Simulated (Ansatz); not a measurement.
# WN+ (triplet): from Hartree-Fock to the top rungs, def2-TZVPP

An exercise on one series of results from a longer session: the logs are not shown, and one member is left open.

The runs use Ansatz 0.2.0, Gaussian basis; def2-TZVPP, core rule «outside noble gas», up to 5 orbitals frozen.

The runs, in order: UHF; ROHF; CCSD(T) on UHF.

2 further runs of the same task are left out: 2 set aside as unsound or not needed.

**The geometry**

The geometry is a PBE0/def2-TZVP stationary point (not a proven minimum) of the parent state, kept for this charge and spin. No spin-orbit coupling is included. Elements past krypton take def2 core potentials.

2 atoms, charge 1, spin multiplicity 3.

Atoms are counted from 1 here; the program's logs count them from 0.

Bond lengths: W1–N2 1.617 Å.

Set-up of the first run:

The input, in.yaml:

```yaml
crystal:
  periodic: [false, false, false]
  atoms:
    - {symbol: W, position_ang: [0.000000, 0.000000, 0.000000]}
    - {symbol: N, position_ang: [0.000000, 0.000000, 1.617400]}
basis:
  gaussian: {orbitals: def2-TZVPP}
total_charge: 1
magnetization: {spin_polarized: true, initial_magnetization: 2}
hamiltonian: {xc: hf}
output: {orbitals: {seedname: orbitals}}
```

Launch:

```bash
$ ansatz run in.yaml --threads 1 --pin off --events-out ev --progress --plain --max-ram 2816MiB --backend cpu
```

Among the steps run: UHF; ROHF; CCSD(T) on UHF.

One table of the session follows, with a row left open; its other results are not shown here.

It belongs to the step «Misses and costs». 

| method | from UCCSD(T) (meV) |
| --- | --- |
| ROHF | +10361.5 |
| UHF | ? |
| UMP2 | +1445.5 |
| UCCSD | +557.5 |
| UCCSD(T) | 0 |

Q: Estimate the row for UHF from the others.

**Answer.** from UCCSD(T) (meV): +9497.2. In the column «from UCCSD(T) (meV)» it lies between UMP2 (+1445.5) and ROHF (+10361.5).

The program flags UCCSD(T) as in doubt (see the logs), so the zero of the table is itself unsure.

To keep in mind: The determinant is far from a pure spin state, so its energy mixes those of several spin states (harmless only where they are near-degenerate, as at dissociation). The program flags UCCSD(T) as in doubt, so the zero of the table is itself unsure.
